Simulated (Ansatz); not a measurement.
# CuF (P4/mmm) in Ansatz: reference runs

Aim: a first look at CuF with PBE, on the cell as given.

All numbers are computed with Ansatz 0.2.0; they aren't measurements. Logs are shortened: lines on timing, memory, paths and dates and some standing lists are left out, and cuts for length are marked.

## 1. The cell of the first run

It takes space group P4/mmm (No. 123, tetragonal). Conventional cell: a = 2.471 Å, b = 2.471 Å, c = 3.417 Å, α = 90.00°, β = 90.00°, γ = 90.00°. Cu (site symmetry 4/mmm) has 8 F at 2.44 Å and 4 Cu at 2.47 Å as nearest neighbours. Around F (site symmetry 4/mmm) lie 8 Cu at 2.44 Å and 4 F at 2.47 Å.

The cell was built by a generator and needn't be a form met in nature.

## 2. Single point, PBE

Contents of input.yaml:

```yaml
crystal:
  lattice:
    - [2.47100655, 0.0, 0.0]
    - [0.0, 2.47100655, 0.0]
    - [0.0, 0.0, 3.41650139]
  atoms:
    - { symbol: Cu, position: [0.0, 0.0, 0.0] }
    - { symbol: F, position: [0.5, 0.5, 0.5] }
hamiltonian:
  xc: pbe
  pseudopotentials: { kind: paw }
kpoints:
  mp_grid: { grid: [11, 11, 8] }
scf:
  occupations: { method: fermi_dirac, width: 0.05 }
output:
  forces: true
  stress: true
  eigenvalues: true
```

Potentials or basis: Ansatz PAW.

The run is started by

```bash
$ ansatz run input.yaml --threads 2 --pin off --max-ram 5632MiB --backend cpu --events-out ev --progress --plain --runs-dir out
```

Output:

```text
Warning: RAYON_NUM_THREADS=2 ignored (pool sized by the plan → 2); use --threads N
Engine: ansatz 0.2.0, x86_64-unknown-linux-gnu
Pseudopotentials: kind: paw
Pseudopotential: Cu, paw, valence charge 19, recommended cutoff 420 eV (normal), Cu.paw.azcp
Pseudopotential: F, paw, valence charge 7, recommended cutoff 420 eV (normal), F.paw.azcp
Functional definition: PBE
  parameter kappa = 0.804
  parameter beta = 0.06672455060314922
  exchange = pbe_x(kappa = kappa, mu = beta*pi^2/3)
  correlation = pbe_c(beta = beta)
Crystal: 2 atoms, lattice volume = 20.861 Å³
Basis set: ecut = 420 eV, 387 PW (Γ), exchange–correlation on 36×36×48 points (8 copies of the dense FFT grid, shifted against one another)
Bands: 17, of which v1, the nominal top of the filled ones, is band 13 counted from 1 (12 counted from 0)
Symmetry: 16 space group operations
Space group: P4/mmm (ITA 123), of the structure as read, at distance tolerance 2.8e-5 Å
k-points: 105 of 968
Non-local potential: Cu, projectors of the file, l = 0: 3, l = 1: 2, l = 2: 3, l = 3: 1
Non-local potential: F, projectors of the file, l = 0: 2, l = 1: 2, l = 2: 1
PAW form: soft (Blöchl's): semilocal exchange-correlation on the pseudo side does not see the compensation charge
PAW one-centre angular grid: Cu, 590 points (default); XC on 64 Gauss nodes
PAW one-centre angular grid: F, 110 points (default); XC on 64 Gauss nodes
Initial density: superposition of atomic densities (neutral atoms: chi_scale 0, normalization atom), corrected by the library's trained network
Initial wavefunctions: pseudopotential atomic-orbital guess
Functional: x = pbe(κ = 0.804, μ = 0.2195149727645171), c = pbe(β = 0.06672455060314922)
SCF iter   1: F=—  HF=-7431.933637 eV  |F-HF|=—  |Δ(HF+E_count)|=         —  Δρ=1.02e-2  dr2=1.67e-2  ethr=1.77e-3  ⟨swp⟩=5.6  Hψ=7722  notcnv=0
preconditioner: auto → none  [metal: Δε(μ)=0.004 eV  Ē_g=14.777 eV  σ=0.050 eV  W_gap=0.02  n_scr=6 (ndim 8)  ℏωp=34.5 eV  f_vac=0.003  D(μ)=0.47/eV (n_scr^D=2)  sad-step TF]
SCF iter   2: F=—  HF=-7431.932102 eV  |F-HF|=—  |Δ(HF+E_count)|=   1.53e-3  Δρ=6.35e-3  dr2=8.28e-3  ethr=6.43e-5  ⟨swp⟩=1.0  Hψ=2626  notcnv=0
SCF iter   3: F=—  HF=-7431.930213 eV  |F-HF|=—  |Δ(HF+E_count)|=   1.89e-3  Δρ=1.26e-3  dr2=2.34e-4  ethr=3.18e-5  ⟨swp⟩=2.1  Hψ=2252  notcnv=0
SCF iter   4: F=—  HF=-7431.930165 eV  |F-HF|=—  |Δ(HF+E_count)|=   4.79e-5  Δρ=7.65e-4  dr2=5.82e-5  ethr=9.00e-7  ⟨swp⟩=2.3  Hψ=2940  notcnv=0
SCF iter   5: F=—  HF=-7431.930015 eV  |F-HF|=—  |Δ(HF+E_count)|=   1.50e-4  Δρ=1.76e-4  dr2=2.99e-6  ethr=2.24e-7  ⟨swp⟩=2.0  Hψ=2311  notcnv=0
SCF iter   6: F=—  HF=-7431.930015 eV  |F-HF|=—  |Δ(HF+E_count)|=   4.97e-7  Δρ=4.16e-5  dr2=1.57e-7  ethr=1.15e-8  ⟨swp⟩=2.0  Hψ=2351  notcnv=0
SCF iter   7: F=-7431.930015 eV  HF=-7431.930015 eV  |F-HF|=1.38e-9  |Δ(HF+E_count)|=   2.58e-8  Δρ=4.90e-6  dr2=2.18e-9  ethr=3.85e-10  ⟨swp⟩=4.2  Hψ=6268  notcnv=0
SCF 1 converged in 7 iterations: F = -7431.930015 eV  dr2 = 2.18e-9
SCF converged after 7 iterations
Free energy (F): -7431.930015 eV
Harris-Foulkes:  -7431.930015 eV  (|F-HF|=1.38e-9)
Internal energy: -7431.926273 eV  (E = F + TS)
E sigma→0 (E₀):  -7431.928144 eV
Entropy (-TS):   -0.003741 eV (-1.871 meV/atom)
Fermi energy:    10.770897 eV
--- Per-component energies (eV) ---
  E_band       = -436.125143
  E_kinetic    = 505.700144
  E_local      = -4964.401897  (includes V_loc(G=0)·N_el)
  E_nonlocal   = 480.730645
  E_hartree    = 2150.210498
  E_xc         = -166.353224
  E_vxc        = -213.838922  (∫ρ·V_xc dr)
  E_paw        = -1877.766741  (= ΣΔE_a)
  E_vpaw       = -544.741486  (= ΣTr[D̂ρ^β])
  E_aug_tail   = 0.002187  (compensation charges beyond the density's cutoff)
  E_ewald      = -3560.047885
  E_smearing   = -0.003741  (= −TS)
  E_closure    = 0.000000  (closes the sum)
  Σ components = -7431.930015   (vs F -7431.930015, Δ=0.00e0)
--- Forces (eV/Å), atoms counted from 1 ---
  atom   1  Cu    -0.00000000    -0.00000000     0.00000000
  atom   2  F      0.00000000    -0.00000000     0.00000000
  max |Σ_I F_I| component: 3.35e-30 eV/Å
--- Stress (GPa, compression-positive) ---
       12.057354       0.000000       0.000000
        0.000000      12.057354       0.000000
        0.000000       0.000000     -10.886008
  P = ⅓ Tr σ = 4.4096 GPa (44.096 kbar)
--- Band table (eV; the first three rows and the last of 105) ---
  k-point 0: bands = ["-100.1934", "-57.6352", "-57.6352", "-57.4796", "-12.5239", "5.6642", "7.1009", "8.1470", "8.1571", "8.1571", "9.9569", "10.1830", "10.1830", "10.3778", "22.5528", "24.6421", "30.3325"]
  k-point 1: bands = ["-100.1934", "-57.6352", "-57.6352", "-57.4798", "-12.5048", "4.8978", "7.8326", "8.1123", "8.1123", "8.1517", "10.2427", "10.2441", "10.2441", "10.3782", "21.2000", "26.0403", "30.4284"]
  k-point 2: bands = ["-100.1935", "-57.6352", "-57.6352", "-57.4803", "-12.4584", "3.9081", "8.0132", "8.0132", "8.1631", "8.5798", "10.3793", "10.3830", "10.3830", "11.2099", "19.2338", "28.1926", "30.7073"]
  k-point 104: bands = ["-100.1784", "-57.7114", "-57.7114", "-57.4658", "-11.2154", "5.3375", "5.3488", "5.4739", "9.8189", "10.1893", "10.2277", "10.2708", "10.7616", "17.2865", "17.9642", "20.3974", "23.9391"]
```

Run time: 2.3 s. Hardware: 2 threads of Intel Xeon at 2.50GHz (Skylake/Cascade Lake), shared host; peak memory 0.34 GiB.

What came out:

| Property | Result |
| --- | --- |
| Free energy | -7431.9300 eV |
| Pressure | 4.4 GPa |
| Band gap on the k mesh | none (metal or under the smearing width) |

Levels at points of the mesh, in eV from the Fermi level:
| k point | band 9 | band 10 | band 11 | band 12 | band 13 | band 14 | band 15 | band 16 | band 17 |
| --- | --- | --- | --- | --- | --- | --- | --- | --- | --- |
| (0.00, 0.00, 0.00) | -2.61 | -2.61 | -0.81 | -0.59 | -0.59 | -0.39 | 11.78 | 13.87 | 19.56 |
| (0.00, 0.00, -0.50) | -2.59 | -1.76 | -0.39 | -0.21 | -0.21 | 2.77 | 5.59 | 19.49 | 19.49 |

Caveat: the pressure holds a Pulay correction of +0.7 GPa for the finite cutoff; the run has no spin polarisation, though such a crystal can be magnetic; semilocal functionals often make such compounds metallic where correlation or magnetic order opens a gap, which also shifts bond lengths.
